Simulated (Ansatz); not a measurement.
# Zr3SiO: the cost of one run

Computed with Ansatz 0.2.0 (DFT PBE, scalar-relativistic, plane waves, PAW, unless a step's input says otherwise).

1 further run of the same task is left out (it didn't finish).

### Step 1. The system as given

It takes space group P4/mmm (No. 123, tetragonal). Conventional cell: a = 3.277 Å, b = 3.277 Å, c = 7.287 Å, α = 90.00°, β = 90.00°, γ = 90.00°. Zr (site symmetry 4/mmm) has 4 O at 2.32 Å and 2 Zr at 2.47 Å as nearest neighbours. Zr (site symmetry 4mm) has 2 Zr at 2.35 to 2.47 Å and 4 Si at 2.60 Å as nearest neighbours. Si (site symmetry 4/mmm) is surrounded by 8 Zr at 2.60 Å. O (site symmetry 4/mmm) is surrounded by 4 Zr at 2.32 Å.

Coordinates:

```
CELL_PARAMETERS angstrom
3.27719 0.00000 0.00000
0.00000 3.27719 0.00000
0.00000 0.00000 7.28723
ATOMIC_POSITIONS crystal
Zr 0.00000 0.00000 0.00000
Zr 0.00000 0.00000 0.33849
Zr 0.00000 0.00000 0.66151
Si 0.50000 0.50000 0.50000
O 0.50000 0.50000 0.00000
```

The cell is invented: random cell by space group and Wyckoff sites (P4/mmm, No. 123). Its size is a rough estimate.

### Step 2. Probe: one point on a coarse mesh

input.yaml reads:

```yaml
crystal:
  lattice:
    - [3.27719035, 0.0, 0.0]
    - [0.0, 3.27719035, 0.0]
    - [0.0, 0.0, 7.28722588]
  atoms:
    - { symbol: Zr, position: [0.0, 0.0, 0.0] }
    - { symbol: Zr, position: [0.0, 0.0, 0.33849046] }
    - { symbol: Zr, position: [0.0, 0.0, 0.66150954] }
    - { symbol: Si, position: [0.5, 0.5, 0.5] }
    - { symbol: O, position: [0.5, 0.5, 0.0] }
basis:
  ecutwfc: 420
kpoints:
  mp_grid: { grid: [6, 6, 4] }
hamiltonian:
  xc: pbe
scf:
  occupations: { method: gaussian, width: 0.1 }
  lower_state_search: "off"
output:
  forces: true
  stress: true
  eigenvalues: true
```

Command:

```bash
$ ansatz run input.yaml --threads 1 --pin off --max-ram 2560MiB --backend cpu --events-out ev --progress --plain --runs-dir out
```

What time and memory should one allow on 1 thread of Arm Neoverse V1, shared host?

About 4.5 s, with a peak of 0.36 GiB.
